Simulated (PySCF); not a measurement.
# Lu(NH2)3: other functionals and bases at one geometry

How far do other levels of theory move the description of Lu(NH2)3, and what does each cost? It is a constructed species; whether it can be made isn't addressed.

Method: several levels, as the steps say, no spin–orbit coupling; program: PySCF 2.14.0.

### Step 1. The starting structure

10 atoms, charge 0, spin multiplicity 1.

Bond lengths: Lu1–N2 2.137 Å, Lu1–N5 2.138 Å, Lu1–N8 2.138 Å, N2–H3 1.027 Å, N2–H4 1.028 Å, N5–H6 1.027 Å, N5–H7 1.028 Å, N8–H9 1.028 Å, N8–H10 1.028 Å. Angles: N2–Lu1–N5 120.1°, N2–Lu1–N8 119.9°, N5–Lu1–N8 120.0°, Lu1–N2–H3 127.2°, Lu1–N2–H4 127.7°, H3–N2–H4 105.1°, Lu1–N5–H6 127.8°, Lu1–N5–H7 127.2°, H6–N5–H7 105.0°, Lu1–N8–H9 127.4°, Lu1–N8–H10 127.6°, H9–N8–H10 105.0°.

Geometry (Å):

```xyz
10
charge 0, multiplicity 1
Lu    0.0019    0.0014   -0.0154
N     2.1255    0.0039    0.2232
H     2.7394   -0.8127    0.3325
H     2.7533    0.8168    0.2572
N    -1.0550    1.8478   -0.2227
H    -0.6671    2.7990   -0.2220
H    -2.0680    1.9747   -0.3395
N    -1.0682   -1.8489   -0.0093
H    -0.6794   -2.7945    0.0985
H    -2.0824   -1.9874   -0.1026
```

Formal oxidation states: Lu +3. Each metal's 14 4f electrons lie in its core potential, so multiplicities, spins and levels count the valence alone. An earlier session relaxed this geometry at TPSS, Lu lcecp-1-SVP with ECP60, N def2-SVP, H def2-SVP (singlet, point group C3v).

At TPSS on the finer grid: E = -207.850011 Eh, HOMO -4.86 eV, LUMO -1.54 eV, Mulliken charge on Lu1 +0.78 e, largest force component 0.017 eV/Å. 

Levels to run: wB97X; CAM-B3LYP; PBE0; BLYP; TPSS, TZVP. Hardware: 2 threads of Arm Neoverse V1, shared host.

### Step 2. wB97X

The input, run.py (the lines that set the calculation):

```python
mol = gto.M(atom='''
Lu     0.00193     0.00140    -0.01541
N      2.12550     0.00389     0.22322
H      2.73942    -0.81274     0.33253
H      2.75329     0.81682     0.25724
N     -1.05500     1.84778    -0.22266
H     -0.66709     2.79904    -0.22204
H     -2.06804     1.97466    -0.33951
N     -1.06821    -1.84892    -0.00926
H     -0.67940    -2.79452     0.09850
H     -2.08241    -1.98740    -0.10261''',
    basis={'Lu': 'lcecp-1-SVP', 'N': 'def2-SVP', 'H': 'def2-SVP'},
    ecp={'Lu': 'lcecp-1-SVP'},
    charge=0, spin=0)
mf = dft.RKS(mol, xc='WB97X')
mf.grids.atom_grid = (75, 302)  # f atoms: unpruned, at least (60, 302)
mf = mf.density_fit()  # fitting sets: Lu AutoAux, N def2-universal-JKFIT, H def2-universal-JKFIT
mf.conv_tol = 1e-08; mf.max_cycle = 55
mf.kernel(dm0)  # dm0: the density of the relaxed state
```

Run with:

```console
> OMP_NUM_THREADS=2 python run.py
```

### Step 3. CAM-B3LYP

run.py (the lines that set the calculation): that of step 2 with these lines changed.

```diff
@@ -14,3 +14,3 @@
     charge=0, spin=0)
-mf = dft.RKS(mol, xc='WB97X')
+mf = dft.RKS(mol, xc='CAMB3LYP')
 mf.grids.atom_grid = (75, 302)  # f atoms: unpruned, at least (60, 302)
```

### Step 4. PBE0

run.py (the lines that set the calculation): that of step 3 with these lines changed.

```diff
@@ -14,3 +14,3 @@
     charge=0, spin=0)
-mf = dft.RKS(mol, xc='CAMB3LYP')
+mf = dft.RKS(mol, xc='PBE0')
 mf.grids.atom_grid = (75, 302)  # f atoms: unpruned, at least (60, 302)
```

### Step 5. BLYP

run.py (the lines that set the calculation): that of step 4 with these lines changed.

```diff
@@ -14,3 +14,3 @@
     charge=0, spin=0)
-mf = dft.RKS(mol, xc='PBE0')
+mf = dft.RKS(mol, xc='BLYP')
 mf.grids.atom_grid = (75, 302)  # f atoms: unpruned, at least (60, 302)
```

### Step 6. TPSS, TZVP

Basis: Lu lcecp-1-TZVP with ECP60, N def2-TZVP, H def2-TZVP. 

run.py (the lines that set the calculation): that of step 5 with these lines changed.

```diff
@@ -11,6 +11,6 @@
 H     -2.08241    -1.98740    -0.10261''',
-    basis={'Lu': 'lcecp-1-SVP', 'N': 'def2-SVP', 'H': 'def2-SVP'},
-    ecp={'Lu': 'lcecp-1-SVP'},
+    basis={'Lu': 'lcecp-1-TZVP', 'N': 'def2-TZVP', 'H': 'def2-TZVP'},
+    ecp={'Lu': 'lcecp-1-TZVP'},
     charge=0, spin=0)
-mf = dft.RKS(mol, xc='BLYP')
+mf = dft.RKS(mol, xc='TPSS')
 mf.grids.atom_grid = (75, 302)  # f atoms: unpruned, at least (60, 302)
@@ -18,2 +18,2 @@
 mf.conv_tol = 1e-08; mf.max_cycle = 55
-mf.kernel(dm0)  # dm0: the density of the relaxed state
+mf.kernel(dm0)  # dm0: free metal ions and neutral atoms
```

What does the calculation give? Wanted: for each run, HOMO; gap; charge on Lu1; dipole; largest force.

The runs gave:

| level | state | HOMO (eV) | gap (eV) | charge on Lu1 (e) | dipole (D) | largest force (eV/Å) | basis functions | time |
| --- | --- | --- | --- | --- | --- | --- | --- | --- |
| TPSS (relaxed here) | singlet | -4.86 | 3.32 | 0.78 | 0.03 | 0.02 | 105 | 35 s |
| wB97X | singlet | -8.69 | 9.22 | 0.87 | 0.04 | 0.34 | 105 | 7.4 s |
| CAM-B3LYP | singlet | -7.61 | 7.24 | 0.83 | 0.03 | 0.30 | 105 | 7.8 s |
| PBE0 | singlet | -6.18 | 5.09 | 0.86 | 0.03 | 0.33 | 105 | 5.7 s |
| BLYP | singlet | -4.70 | 2.86 | 0.62 | 0.03 | 0.14 | 105 | 6.1 s |
| TPSS, TZVP | singlet | -5.05 | 3.41 | 1.51 | 0.04 | 0.48 | 176 | 26 s |

Times are on 2 threads of Arm Neoverse V1, shared host; the first row also made further properties.

In one basis the HOMO–LUMO gap runs from 2.86 eV (BLYP) to 9.22 eV (wB97X); the widest gap comes with exact exchange. The largest leftover force, 0.48 eV/Å with TPSS, TZVP, stands at a geometry relaxed at another level. The Mulliken charge on Lu spans +0.62 to +1.51 e over the levels. With 4f in the core, its levels are missing from HOMO and gap. Total energies of different levels can't be compared. Spin–orbit coupling is left out throughout.
